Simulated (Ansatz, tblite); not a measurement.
# GeH2MeF (CH5FGe): charged states by level of theory

An exercise on one series of results from a longer session: the logs are not shown, and one member is left open.

Method: as each input shows; program: Ansatz 0.2.0, Gaussian basis.

Levels to be run: charge +1 doublet, at the geometry of the singlet (PBE0-D4/def2-TZVP, PBE-D4/def2-TZVP, r2SCAN-D4/def2-TZVP, CCSD(T)/def2-TZVPP); the starting singlet's energies come from earlier runs.

### The structure

The singlet was relaxed beforehand with r2SCAN-D4/def2-TZVP.

8 atoms, charge 0, spin multiplicity 1.

Atoms are counted from 1 here; the program's logs count them from 0.

Bond lengths: Ge1–H2 1.535 Å, Ge1–H3 1.535 Å, Ge1–C4 1.937 Å, Ge1–F8 1.749 Å, C4–H5 1.092 Å, C4–H6 1.090 Å, C4–H7 1.090 Å. Angles: H2–Ge1–H3 111.8°, H2–Ge1–C4 113.6°, H2–Ge1–F8 105.5°, H3–Ge1–C4 113.6°, H3–Ge1–F8 105.5°, C4–Ge1–F8 106.0°, Ge1–C4–H5 110.5°, Ge1–C4–H6 109.7°, Ge1–C4–H7 109.9°, H5–C4–H6 108.8°, H5–C4–H7 108.8°, H6–C4–H7 109.0°.

The first run:

in.yaml

```yaml
crystal:
  periodic: [false, false, false]
  atoms:
    - {symbol: Ge, position_ang: [0.479620, -0.674215, 0.345457]}
    - {symbol: H, position_ang: [0.429212, -0.793163, 1.875237]}
    - {symbol: H, position_ang: [1.913839, -0.798065, -0.187973]}
    - {symbol: C, position_ang: [-0.474608, 0.864132, -0.343144]}
    - {symbol: H, position_ang: [-0.018778, 1.788790, 0.016001]}
    - {symbol: H, position_ang: [-1.512872, 0.832118, -0.011853]}
    - {symbol: H, position_ang: [-0.449136, 0.859313, -1.433090]}
    - {symbol: F, position_ang: [-0.367277, -2.078901, -0.260634]}
basis:
  gaussian: {orbitals: def2-SVP}
total_charge: 1
magnetization: {spin_polarized: true, initial_magnetization: 1}
hamiltonian: {xc: pbe0, dispersion: d4}
output: {orbitals: {seedname: orbitals}}
```

Launch:

```sh
$ ansatz run in.yaml --threads 4 --pin off --events-out ev --progress --plain --max-ram 3916MiB
```

Among the steps run: Charge +1 doublet at the fixed geometry, first pass, PBE0-D4/def2-SVP; Charge +1 doublet at the fixed geometry, PBE0-D4/def2-TZVP; Charge +1 doublet at the fixed geometry, PBE-D4/def2-TZVP; Charge +1 doublet at the fixed geometry, r2SCAN-D4/def2-TZVP; Charge +1 doublet at the fixed geometry, CCSD(T)/def2-TZVPP.

One table of the session follows, with a row left open; its other results are not shown here.

It belongs to the step «Vertical ionisation energy». 

| method | vertical ionisation energy (eV) |
| --- | --- |
| HF/def2-TZVPP | 10.86 |
| PBE-D4/def2-TZVP | 11.01 |
| r2SCAN-D4/def2-TZVP | 11.16 |
| PBE0-D4/def2-TZVP | 11.36 |
| MP2/def2-TZVPP | 11.80 |
| CCSD/def2-TZVPP | ? |
| CCSD(T)/def2-TZVPP | 11.63 |

Q: Estimate the row for CCSD/def2-TZVPP from the others.

As computed: vertical ionisation energy (eV): 11.64. In the column «vertical ionisation energy (eV)» it lies between CCSD(T)/def2-TZVPP (11.63) and MP2/def2-TZVPP (11.80).
